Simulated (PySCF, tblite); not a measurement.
**AlH5O6Si, a fragment of a glass network (2-ring): NMR shifts, core binding energies and electronic excitations**

Aim: the NMR shifts, core binding energies and electronic excitations of `[OH][Al-]1([OH])[O][Si](O)(O)[OH+]1`. It is drawn as: Al Si, OH ends, O bridges.

Programs: tblite 0.8.0 and PySCF 2.14.0. All values are calculated, for the isolated system unless a continuum is named. Atoms count from 0, parts from 1.

## 1. Starting point

13 atoms, charge 0, multiplicity 1; geometry: distance geometry start.

## 2. Geometry optimisation with GFN2-xTB

What the job is given:

```
{"job": {"kind": "relax", "xc": "GFN2-xTB", "basis": "xTB"}, "charge": 0, "multiplicity": 1}
O      0.136679    -0.930977     3.064282
Al    -0.518926     0.346956     1.928778
O     -1.376016     1.756382     2.728042
O     -1.468623    -0.380953     0.500209
Si    -0.262939     0.149234    -0.698142
O      0.545724    -1.191798    -1.465252
O     -0.888414     1.387610    -1.793483
O      0.709532     0.878656     0.599355
H     -0.054279    -1.890382     3.068975
H     -1.045406     2.321240     3.476569
H      1.505914    -1.443520    -1.366479
H     -1.361904     1.218811    -2.611091
H      0.843969     1.851779     0.559011
```

With the program's defaults for keys left out, this is: GFN2-xTB geometry optimisation, gas phase.

Started as:

```bash
> OMP_NUM_THREADS=1 python cluster_run.py task.json out
```

One launch serves the whole session: the jobs run in the order shown.

**Question.** The jobs that follow are: PBE0-D3(BJ)/def2-SVP geometry optimisation, gas phase; GIAO PBE0/pcSseg-1 NMR shielding, non-relativistic, gas phase; delta-SCF UKS SCAN, pcX-2 on the ionised atom, pcseg-1 elsewhere, spin-free X2C; TDDFT CAM-B3LYP/def2-SVPD, vertical, gas phase, core orbitals frozen in the response. Predict: point group; rotational constants (main isotopes); ¹H shifts against TMS (PBE0/pcSseg-1); ¹⁷O shifts against H2O (PBE0/pcSseg-1); ²⁷Al shifts against AlH4- (PBE0/pcSseg-1); ²⁹Si shifts against TMS (PBE0/pcSseg-1); O1s binding energies, SCAN/pcX-2 (standing for 3 of 6 atoms); Al2p binding energies, SCAN/pcX-2; Si2p binding energies, SCAN/pcX-2; lowest singlet (CAM-B3LYP/def2-SVPD); brightest single state of those computed; lowest triplet; vertical ionisation energy (ΔSCF); vertical electron affinity (ΔSCF).

**Answer**, as computed:

```
                                                    quantity                                             value
                                                 point group                                                C1
                        rotational constants (main isotopes)                              2.69, 1.02, 0.87 GHz
                       ¹H shifts against TMS (PBE0/pcSseg-1)                  2.97, 2.34, 2.19, 0.74, 0.72 ppm
                      ¹⁷O shifts against H2O (PBE0/pcSseg-1)              91.9, 63.5, 53.4, 44.0, 5.4, 2.6 ppm
                   ²⁷Al shifts against AlH4- (PBE0/pcSseg-1)                                          -7.4 ppm
                     ²⁹Si shifts against TMS (PBE0/pcSseg-1)                                         -66.8 ppm
O1s binding energies, SCAN/pcX-2 (standing for 3 of 6 atoms)                O7 540.21, O2 537.55, O0 537.54 eV
                           Al2p binding energies, SCAN/pcX-2                                      Al1 80.60 eV
                           Si2p binding energies, SCAN/pcX-2                                     Si4 109.40 eV
                        lowest singlet (CAM-B3LYP/def2-SVPD)                       7.08 eV (175 nm), f = 0.006
                    brightest single state of those computed                       state 3, 7.63 eV, f = 0.071
                                              lowest triplet                                           6.82 eV
                           vertical ionisation energy (ΔSCF)                                          10.96 eV
                           vertical electron affinity (ΔSCF)  -0.49 eV (unbound: the value hangs on the basis)
```

What this shows: The start of the PBE0/def2-SVP relaxation was shaken at random by about 0.01 Å, so part of the energy gained, and of the first lengths quoted, undoes that. Relaxing lowered the energy by 0.392 eV in 12 steps; the close pair that moved most is Al1–Si4, from 2.558 to 2.627 Å (PBE0/def2-SVP). No frequency check was run at this level, so the end point may be a saddle. At PBE0/pcSseg-1: The widest tensor belongs to Al1: span 141 ppm, with a paramagnetic part of -300 ppm. At SCAN/pcX-2: O7 (donor oxygen of a Lewis adduct) binds its O1s electron 2.67 eV more tightly than O0 (oxygen bonded to Al, H). Only 3 of the 6 O atoms are covered by sound results. The lowest singlet, at 7.08 eV, is HOMO→LUMO 0.66, HOMO→LUMO+1 0.21 and is weak; of the 6 states computed, the strongest absorption comes from state 3 at 7.63 eV. The lowest triplet lies 0.26 eV below the lowest singlet (triplets in Tamm-Dancoff, singlets in full TDDFT). ΔSCF puts the ionisation energy at 10.96 eV, 0.98 eV above −ε(HOMO). A capped cluster stands for the solid here, so long-range fields and strain are missing, and bands or shifts of the capping hydrogens have no counterpart in it.
